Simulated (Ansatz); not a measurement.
# Ga5Sb2As3: the cost of one run

Method: DFT PBE, scalar-relativistic, plane waves, PAW, unless a step names another level, in Ansatz 0.2.0.

1 further run of the same task is left out (it didn't finish). Runs told in other sessions of the task aren't counted.

## 1. The structure to begin with

Symmetry: I-4m2, No. 119, tetragonal system. Conventional cell: a = 4.198 Å, b = 4.198 Å, c = 29.688 Å, α = 90.00°, β = 90.00°, γ = 90.00°. Ga (site symmetry -4m2) is surrounded by 4 As at 2.52 Å. Ga (site symmetry 2mm) is surrounded by 2 As at 2.52 Å and 2 Sb at 2.64 Å. Around Ga (site symmetry 2mm) lie 2 As at 2.53 Å and 2 Sb at 2.64 Å. Around Sb (site symmetry 2mm) lie 4 Ga at 2.64 Å. Around As (site symmetry 2mm) lie 4 Ga at 2.52 Å. As (site symmetry -4m2) has 4 Ga at 2.53 Å in its first shell of neighbours.

Structure file:

```cif
data_structure
_symmetry_space_group_name_H-M 'P 1'
_symmetry_Int_Tables_number 1
_cell_length_a 15.1381
_cell_length_b 15.1381
_cell_length_c 15.1381
_cell_angle_alpha 164.060
_cell_angle_beta 164.060
_cell_angle_gamma 22.616
_cell_volume 261.58
loop_
_atom_site_label
_atom_site_type_symbol
_atom_site_fract_x
_atom_site_fract_y
_atom_site_fract_z
_atom_site_occupancy
Ga1 Ga 0.00000 0.00000 0.00000 1
Ga2 Ga 0.59432 0.59432 0.00000 1
Ga3 Ga 0.20270 0.20270 0.00000 1
Ga4 Ga 0.79730 0.79730 0.00000 1
Ga5 Ga 0.40568 0.40568 0.00000 1
Sb1 Sb 0.14852 0.64852 0.50000 1
Sb2 Sb 0.35148 0.85148 0.50000 1
As1 As 0.54712 0.04712 0.50000 1
As2 As 0.75000 0.25000 0.50000 1
As3 As 0.95288 0.45288 0.50000 1
```

It is the end of an earlier relaxation with the same method, from a generated guess; it needn't be the stable form of this composition. At a tolerance of 0.05 Å it has space group I-4m2 (No. 119); it has 26.16 Å³/atom, an uncorrected energy of -0.25 eV/atom over the elements.

## 2. Bands, states and charges

File input.yaml:

```yaml
crystal:
  lattice:
    - [-2.0989043317, 2.0989043317, 14.844185976]
    - [2.0989043317, -2.0989043317, 14.844185976]
    - [2.0989043317, 2.0989043317, -14.844185976]
  atoms:
    - { symbol: Ga, position: [0.0, 0.0, 0.0] }
    - { symbol: Ga, position: [0.5943202645, 0.5943202645, 0.0] }
    - { symbol: Ga, position: [0.2026965602, 0.2026965602, 0.0] }
    - { symbol: Ga, position: [0.7973034398, 0.7973034398, 0.0] }
    - { symbol: Ga, position: [0.4056797355, 0.4056797355, 0.0] }
    - { symbol: Sb, position: [0.148523156, 0.648523156, 0.5] }
    - { symbol: Sb, position: [0.351476844, 0.851476844, 0.5] }
    - { symbol: As, position: [0.5471222359, 0.0471222359, 0.5] }
    - { symbol: As, position: [0.75, 0.25, 0.5] }
    - { symbol: As, position: [0.9528777641, 0.4528777641, 0.5] }
basis:
  ecutwfc: 420
kpoints:
  mp_grid: { grid: [12, 12, 12] }
  band_path:
    path:
      - [[0.0, 0.0, 0.0], [0.0, 0.0, 0.5], [0.25, 0.25, 0.25], [0.0, 0.5, 0.0], [0.0, 0.0, 0.0], [0.5, 0.5, -0.5], [0.25499819, 0.74500181, -0.25499819]]
      - [[-0.25499819, 0.25499819, 0.25499819], [0.0, 0.0, 0.0]]
      - [[0.0, 0.0, 0.5], [-0.00999637, 0.00999637, 0.5]]
      - [[0.5, 0.5, -0.00999637], [0.5, 0.5, -0.5]]
    npoints: 14
hamiltonian:
  xc: pbe
scf:
  occupations: { method: gaussian, width: 0.1 }
  n_extra_bands: 25
output:
  forces: true
  stress: true
  eigenvalues: true
  populations: true
  dos: { projected: true, de: 0.02, nscf_kmesh: { grid: [15, 15, 15] } }
  bader: true
  write_density: true
  write_potential: true
  elf: true
  volumetric_format: npy
```

Started as:

```sh
$ ansatz run input.yaml --threads 4 --pin off --max-ram 8192MiB --backend cpu --events-out ev --progress --plain --runs-dir out
```

What time and memory should one allow on 4 threads of Intel Xeon at 2.50GHz (Skylake/Cascade Lake), shared host?

About 12 min, with a peak of 4.6 GiB.
